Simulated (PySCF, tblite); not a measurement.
**C4H8GeS: geometry, infrared bands and NMR shifts**

Aim: predict the infrared bands and NMR shifts of C4H8GeS (`CC#[C][GeH2][S]C`).

Computed with tblite 0.8.0 and PySCF 2.14.0, with density-fitted response routines of our own, on a single molecule in the gas phase. Atoms are numbered from 0 throughout.

### 1 The starting structure

14 atoms, charge 0, multiplicity 1; geometry from: force field or distance geometry start.

Bonds of the start (Å): C0–C1 1.47, C1–C2 1.21, C2–Ge3 1.89, Ge3–S4 2.22, S4–C5 1.79, C0–H6 1.12, C0–H7 1.10, C0–H8 1.11, Ge3–H9 1.54, Ge3–H10 1.53, C5–H11 1.11, C5–H12 1.12, C5–H13 1.12.

### 2 Relaxing the molecule with GFN2-xTB

Job settings and geometry (Å):

```
{"job": {"kind": "relax", "xc": "GFN2-xTB", "basis": "xTB"}, "charge": 0, "multiplicity": 1}
C     -3.358900     0.046800     0.941000
C     -2.121400     0.334700     0.193800
C     -1.082800     0.565100    -0.380600
Ge     0.511000     0.949700    -1.330700
S      2.112500     1.352400     0.151700
C      3.278400     0.006500     0.311900
H     -3.164600    -0.606600     1.831600
H     -4.083700    -0.509400     0.334500
H     -3.834300     1.004800     1.241600
H      0.252500     2.242200    -2.131100
H      0.874300    -0.161300    -2.322200
H      3.306000    -0.668500    -0.572800
H      2.988200    -0.618700     1.189700
H      4.322100     0.341800     0.519500
```

The run is started by

```sh
OMP_NUM_THREADS=1 python probes_run.py task.json out
```

The driver reads the jobs from task.json and runs them one after another.

**Question.** This job is followed by: GFN2-xTB harmonic vibrations, gas phase; GIAO PBE0/pcSseg-1 NMR shielding, non-relativistic, gas phase. What will the session give for the following? strongest single infrared mode (GFN2-xTB); zero-point energy (GFN2-xTB); ¹³C shifts against TMS (PBE0/pcSseg-1); ¹H shifts against TMS (PBE0/pcSseg-1, means over atoms taken as alike); ⁷³Ge shifts against GeMe4 (PBE0/pcSseg-1); ³³S shifts against CS2 (PBE0/pcSseg-1).

As calculated:

| quantity | value |
| --- | --- |
| strongest single infrared mode (GFN2-xTB) | 666 cm⁻¹, 411 km/mol |
| zero-point energy (GFN2-xTB) | 61.7 kcal/mol |
| ¹³C shifts against TMS (PBE0/pcSseg-1) | 114.3, 81.0, 15.3, 5.9 ppm |
| ¹H shifts against TMS (PBE0/pcSseg-1, means over atoms taken as alike) | 4.89, 2.15, 2.09 ppm |
| ⁷³Ge shifts against GeMe4 (PBE0/pcSseg-1) | -129 ppm |
| ³³S shifts against CS2 (PBE0/pcSseg-1) | -187 ppm |

Over 139 steps the energy fell by 0.319 eV; of the close pairs, Ge3–H9 changed most, 1.542 to 1.501 Å. The lowest mode is imaginary (28i cm⁻¹), so the xTB geometry is not a minimum. The strongest single mode, at 666 cm⁻¹, moves mainly H10. Unscaled tight-binding wavenumbers are off by several per cent, some by more. Its intensities can rank the bands wrongly. At PBE0/pcSseg-1: Shielding is most anisotropic at C1 (span 295 ppm, paramagnetic term -198 ppm). Spin-orbit coupling is left out, which matters for shieldings and couplings at and beside the heavy atoms.
